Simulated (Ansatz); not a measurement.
# SnTe5: the cost of one run

Method: DFT PBE, scalar-relativistic, plane waves, PAW, in Ansatz 0.2.0.

### 1 Starting point

It takes space group P4/mmm (No. 123, tetragonal). Conventional cell: a = 3.692 Å, b = 3.692 Å, c = 15.639 Å, α = 90.00°, β = 90.00°, γ = 90.00°. Sn (site symmetry 4/mmm) has 4 Sn at 3.69 Å and 8 Te at 3.79 Å as nearest neighbours. Te (site symmetry 4mm) is surrounded by 12 Te at 3.60 to 3.69 Å. Around Te (site symmetry 4mm) lie 8 Te at 3.60 to 3.69 Å and 4 Sn at 3.79 Å. Around Te (site symmetry 4/mmm) lie 12 Te at 3.68 to 3.69 Å.

Coordinates:

```xyz
6
Lattice="3.6920 0.0000 0.0000 0.0000 3.6920 0.0000 0.0000 0.0000 15.6390" Properties=species:S:1:pos:R:3 pbc="T T T"
Sn    1.8460    1.8460    0.0000
Te    1.8460    1.8460    5.2310
Te    1.8460    1.8460   10.4081
Te    0.0000    0.0000    2.7523
Te    0.0000    0.0000   12.8868
Te    0.0000    0.0000    7.8195
```

A structure generator made this guess: species swapped into a database cell of Hf5Pb (P4/mmm, No. 123), with Te on the Hf sites and Sn on the Pb sites. Lengths come from tabulated atomic sizes and are only a guess.

### 2 The guess as it stands, on a coarse mesh

input.yaml reads:

```yaml
crystal:
  lattice:
    - [3.69196356, 0.0, 0.0]
    - [0.0, 3.69196356, 0.0]
    - [0.0, 0.0, 15.63903876]
  atoms:
    - { symbol: Sn, position: [0.5, 0.5, 0.0] }
    - { symbol: Te, position: [0.5, 0.5, 0.33448228] }
    - { symbol: Te, position: [0.5, 0.5, 0.66551772] }
    - { symbol: Te, position: [0.0, 0.0, 0.1759868] }
    - { symbol: Te, position: [0.0, 0.0, 0.8240132] }
    - { symbol: Te, position: [0.0, 0.0, 0.5] }
basis:
  ecutwfc: 420
kpoints:
  mp_grid: { grid: [6, 6, 1] }
hamiltonian:
  xc: pbe
scf:
  occupations: { method: gaussian, width: 0.1 }
  lower_state_search: "off"
output:
  forces: true
  stress: true
  eigenvalues: true
```

The run is started by

```console
ansatz run input.yaml --threads 1 --pin off --max-ram 2560MiB --backend cpu --events-out ev --progress --plain --runs-dir out
```

**Question.** How long does this run take on 1 thread of Intel Xeon at 2.70GHz, shared host, and how much memory does it need?

About 12 s, with a peak of 0.49 GiB.
